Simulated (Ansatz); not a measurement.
**H₅NOSiSn: a ladder of functionals and wavefunction methods**

An exercise on one series of results from a longer session: the logs are not shown, and one member is left open.

Method: functionals in def2-TZVPP, the program's frozen cores in correlated methods; program: Ansatz 0.2.0, Gaussian basis.

The runs, in order: LDA (SPW92), PBE-D4, revPBE-D4, BLYP-D4, r2SCAN-D4, B97M-V, PBE0-D4, B3LYP-D4, r2SCANh-D4, r2SCAN0-D4, HSE06-D4, BHLYP-D4, CAM-B3LYP-D4, LC-ωPBE, ωB97X-V, ωB97M-V, B2PLYP, PBE-QIDH; CCSD(T)/def2-SVP; CCSD(T)/def2-TZVPP; MP2/def2-QZVPP; extrapolation to the limit; RPA on PBE.

### Structure used throughout

All runs share one geometry, relaxed beforehand with PBE0-D4 in a triple-zeta def2 set. Sn takes the def2 core potential; no spin-orbit term is included.

SMILES `[NH2][Sn][O][SiH3]`, 9 atoms, charge 0, spin multiplicity 1.

Atoms are counted from 1 here; the program's logs count them from 0.

Bond lengths: N1–Sn2 2.011 Å, N1–H5 1.010 Å, N1–H6 1.008 Å, Sn2–O3 1.989 Å, O3–Si4 1.623 Å, Si4–H7 1.496 Å, Si4–H8 1.489 Å, Si4–H9 1.489 Å. Angles: Sn2–N1–H5 124.3°, Sn2–N1–H6 124.2°, H5–N1–H6 111.5°, N1–Sn2–O3 95.2°, Sn2–O3–Si4 144.0°, O3–Si4–H7 112.1°, O3–Si4–H8 110.7°, O3–Si4–H9 110.7°, H7–Si4–H8 107.4°, H7–Si4–H9 107.4°, H8–Si4–H9 108.5°.

Set-up of the first run:

in.yaml

```yaml
crystal:
  periodic: [false, false, false]
  atoms:
    - {symbol: N, position_ang: [-0.671372, 1.493578, -1.238151]}
    - {symbol: Sn, position_ang: [0.551793, 0.169584, -2.130172]}
    - {symbol: O, position_ang: [0.832684, -0.940299, -0.503375]}
    - {symbol: Si, position_ang: [0.448496, -1.088777, 1.066852]}
    - {symbol: H, position_ang: [-0.946626, 1.449691, -0.267609]}
    - {symbol: H, position_ang: [-1.089468, 2.283021, -1.705854]}
    - {symbol: H, position_ang: [-0.480855, -0.008649, 1.522386]}
    - {symbol: H, position_ang: [1.668957, -1.012682, 1.916496]}
    - {symbol: H, position_ang: [-0.225110, -2.391966, 1.322127]}
basis:
  gaussian: {orbitals: def2-TZVPP}
hamiltonian: {xc: lda}
output: {orbitals: {seedname: orbitals}}
```

Command:

```bash
ansatz run in.yaml --threads 4 --pin off --events-out ev --progress --plain --max-ram 10444MiB
```

Steps of the session up to this table: LDA; PBE-D4 (GGA); revPBE-D4 (GGA); BLYP-D4 (GGA); r2SCAN-D4 (meta-GGA); B97M-V (meta-GGA); B3LYP-D4 (hybrid); r2SCANh-D4 (hybrid); r2SCAN0-D4 (hybrid); HSE06-D4 (hybrid); BHLYP-D4 (hybrid); CAM-B3LYP-D4 (range-separated); LC-ωPBE (range-separated); ωB97X-V (range-separated); ωB97M-V (range-separated); B2PLYP (double hybrid); PBE-QIDH (double hybrid).

One table of the session follows, with a row left open; its other results are not shown here.

It belongs to the step «Frontier levels by functional». 

| functional | HOMO (eV) | LUMO (eV) | gap (eV) |
| --- | --- | --- | --- |
| LDA (SPW92) | -6.35 | -2.70 | 3.65 |
| PBE-D4 | -6.15 | -2.48 | 3.67 |
| revPBE-D4 | -6.08 | -2.39 | 3.68 |
| BLYP-D4 | -6.01 | -2.41 | 3.60 |
| r2SCAN-D4 | -6.45 | -2.40 | 4.05 |
| B97M-V | -6.46 | -2.45 | 4.01 |
| PBE0-D4 | -7.47 | -1.81 | 5.66 |
| B3LYP-D4 | -7.22 | -2.04 | 5.18 |
| r2SCANh-D4 | -6.94 | -2.14 | 4.80 |
| r2SCAN0-D4 | -7.68 | -1.76 | 5.92 |
| HSE06-D4 | -7.06 | -2.17 | 4.89 |
| BHLYP-D4 | -8.57 | -1.11 | 7.46 |
| CAM-B3LYP-D4 | -8.86 | -0.91 | 7.95 |
| LC-ωPBE | -10.08 | 0.15 | 10.23 |
| ωB97X-V | -9.81 | 0.06 | 9.87 |
| ωB97M-V | ? | ? | ? |

Q: Estimate the row for ωB97M-V from the others.

As computed: HOMO (eV): -9.77; LUMO (eV): -0.11; gap (eV): 9.66. In the column «HOMO (eV)» it lies between ωB97X-V (-9.81) and CAM-B3LYP-D4 (-8.86).
